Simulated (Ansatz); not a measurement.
# C₃H₄Cl₂Si: basis-set convergence

The task here is to estimate one member of a computed series from the others.

Computed with Ansatz 0.2.0, Gaussian basis. Level: one geometry, several basis sets.

Plan: PBE0-D4/def2-SVP; ωB97M-V/def2-SVP; PBE0-D4/def2-QZVPP; ωB97M-V/def2-QZVPP; the functionals' def2-TZVPP values are taken from earlier runs.

**The relaxed structure**

The geometry comes from an earlier relaxation with PBE0-D4 in a triple-zeta def2 set; it is a stationary point, not always the lowest conformer.

SMILES `C#C[Si](C)(Cl)Cl`, 10 atoms, charge 0, spin multiplicity 1.

Atoms are counted from 1 here; the program's logs count them from 0.

Bond lengths: C1–C2 1.205 Å, C1–H7 1.066 Å, C2–Si3 1.813 Å, Si3–C4 1.844 Å, Si3–Cl5 2.045 Å, Si3–Cl6 2.045 Å, C4–H8 1.092 Å, C4–H9 1.092 Å, C4–H10 1.092 Å. Angles: C2–C1–H7 179.7°, C1–C2–Si3 178.2°, C2–Si3–C4 112.1°, C2–Si3–Cl5 108.1°, C2–Si3–Cl6 108.1°, C4–Si3–Cl5 110.1°, C4–Si3–Cl6 110.1°, Cl5–Si3–Cl6 108.3°, Si3–C4–H8 110.0°, Si3–C4–H9 110.3°, Si3–C4–H10 110.0°, H8–C4–H9 108.9°, H8–C4–H10 108.9°, H9–C4–H10 108.9°.

Set-up of the first run:

Input file in.yaml:

```yaml
crystal:
  periodic: [false, false, false]
  atoms:
    - {symbol: C, position_ang: [-0.727473, -2.484416, -0.489767]}
    - {symbol: C, position_ang: [-0.130522, -1.444973, -0.363162]}
    - {symbol: Si, position_ang: [0.720237, 0.142161, -0.153288]}
    - {symbol: C, position_ang: [-0.398743, 1.445425, 0.516148]}
    - {symbol: Cl, position_ang: [1.453793, 0.715255, -1.974371]}
    - {symbol: Cl, position_ang: [2.298754, -0.146043, 1.114821]}
    - {symbol: H, position_ang: [-1.250727, -3.406450, -0.604187]}
    - {symbol: H, position_ang: [-0.785898, 1.139964, 1.490597]}
    - {symbol: H, position_ang: [0.142273, 2.386650, 0.630469]}
    - {symbol: H, position_ang: [-1.238694, 1.601229, -0.164259]}
basis:
  gaussian: {orbitals: def2-SVP}
hamiltonian: {xc: pbe0, dispersion: d4}
output: {orbitals: {seedname: orbitals}}
```

Started as:

```
$ ansatz run in.yaml --threads 4 --pin off --events-out ev --progress --plain --max-ram 10444MiB
```

Steps of the session up to this table: PBE0-D4 in def2-SVP; ωB97M-V in def2-SVP; PBE0-D4 in def2-QZVPP; ωB97M-V in def2-QZVPP.

One table of the session follows, with a row left open; its other results are not shown here.

It belongs to the step «Functionals by basis». 

```
functional       basis  HOMO (eV)
   PBE0-D4    def2-SVP      -8.54
   PBE0-D4  def2-TZVPP      -8.61
   PBE0-D4  def2-QZVPP      -8.63
   ωB97M-V    def2-SVP     -10.75
   ωB97M-V  def2-TZVPP          ?
   ωB97M-V  def2-QZVPP     -10.89
```

**Question.** Estimate the row for ωB97M-V, def2-TZVPP.

**Answer.** HOMO (eV): -10.86. In the column «HOMO (eV)» it lies between ωB97M-V, def2-QZVPP (-10.89) and ωB97M-V, def2-SVP (-10.75).
